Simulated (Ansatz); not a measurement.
# MnF2: the cost of one run

Method: DFT PBE+U (U_eff = 3.9 eV on Mn 3d), scalar-relativistic, plane waves, PAW, in Ansatz 0.2.0.

## (1) The starting structure

It takes space group P4_2/mnm (No. 136, tetragonal). Conventional cell: a = 4.874 Å, b = 4.874 Å, c = 3.311 Å, α = 90.00°, β = 90.00°, γ = 90.00°. Mn (site symmetry mmm) has 6 F at 2.10 to 2.13 Å as nearest neighbours. Around F (site symmetry m2m) lie 3 Mn at 2.10 to 2.13 Å.

Coordinates:

```
CELL_PARAMETERS angstrom
4.87380 0.00000 0.00000
0.00000 4.87380 0.00000
0.00000 0.00000 3.31070
ATOMIC_POSITIONS crystal
Mn 0.00000 0.00000 0.00000
Mn 0.50000 0.50000 0.50000
F 0.30530 0.30530 0.00000
F 0.19470 0.80530 0.50000
F 0.69470 0.69470 0.00000
F 0.80530 0.19470 0.50000
```

The moments start at Mn 5.00 μB.

## (2) First run, at the start cell

Contents of input.yaml:

```yaml
crystal:
  lattice:
    - [4.8738, 0.0, 0.0]
    - [0.0, 4.8738, 0.0]
    - [0.0, 0.0, 3.3107]
  atoms:
    - { symbol: Mn, position: [0.0, 0.0, 0.0], spin: 5.0 }
    - { symbol: Mn, position: [0.5, 0.5, 0.5], spin: 5.0 }
    - { symbol: F, position: [0.3053, 0.3053, 0.0] }
    - { symbol: F, position: [0.1947, 0.8053, 0.5] }
    - { symbol: F, position: [0.6947, 0.6947, 0.0] }
    - { symbol: F, position: [0.8053, 0.1947, 0.5] }
basis:
  ecutwfc: 420
  ecutrho_ratio: 4
kpoints:
  mp_grid: { grid: [3, 3, 4] }
hamiltonian:
  xc: pbe
  hubbard: { sites: [{ species: Mn, l: d, u_eff: 3.9 }] }
scf:
  occupations: { method: gaussian, width: 0.05 }
output:
  forces: true
  stress: true
  eigenvalues: true
  populations: true
  hubbard: { sites: [{ species: Mn, l: d }] }
magnetization:
  spin_polarized: true
```

Started as:

```
$ ansatz run input.yaml --threads 8 --pin off --max-ram 22528MiB --backend cpu --events-out ev --progress --plain --runs-dir out
```

Q: Estimate wall time and peak memory on 8 threads of Intel Xeon Platinum 8259CL at 2.50GHz (Skylake/Cascade Lake), shared host.

About 6.8 s, with a peak of 0.52 GiB.
